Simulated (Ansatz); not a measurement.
BiS:

```xyz
2
Lattice="4.0029 0.0000 0.0000 0.0000 4.0029 0.0000 0.0000 0.0000 4.0029" Properties=species:S:1:pos:R:3 pbc="T T T"
Bi    2.0015    2.0015    2.0015
S     0.0000    0.0000    0.0000
```

The cell was built by a generator and needn't be a form met in nature.

```yaml
Program: Ansatz 0.2.0
Task: single point
Functional: PBE
Potentials_or_basis: all-electron LAPW, scalar-relativistic
Cutoff: 125 eV (chosen from the basis error)
Basis_error_allowed: 0.001 eV/atom
k_mesh: 7 × 7 × 7
Occupations: fermi-dirac, width 0.05 eV
Spin: no spin polarisation
```

On this cell: pressure -10.9 GPa; largest force zero by symmetry; band gap on the k mesh none (metal or under the smearing width).

The same run follows on a disturbed copy (atoms moved at random, drawn with an rms of 0.05 Å):

```
Bi S
1.0
     4.00294    0.00000    0.00000
     0.00000    4.00294    0.00000
     0.00000    0.00000    4.00294
Bi S
1 1
Cartesian
  1.9625 1.9624 1.9944
  -0.0020 -0.0082 0.0178
```

Question: What changes?

Answer: The energy (extrapolated to zero smearing) moves by -1.5 meV/atom; pressure -10.9 GPa; largest force 0.113 eV/Å; band gap on the k mesh none (metal or under the smearing width).

Forces on the atoms (eV/Å):
```
Bi  -0.077 -0.064 -0.052
S    0.077  0.064  0.052
```

The energy falls, though the first cell shows no forces: that form is unstable against this distortion, unless noise or another electronic state is at work.

Caveats: spin-orbit coupling is left out, which moves the levels of the heavy elements.
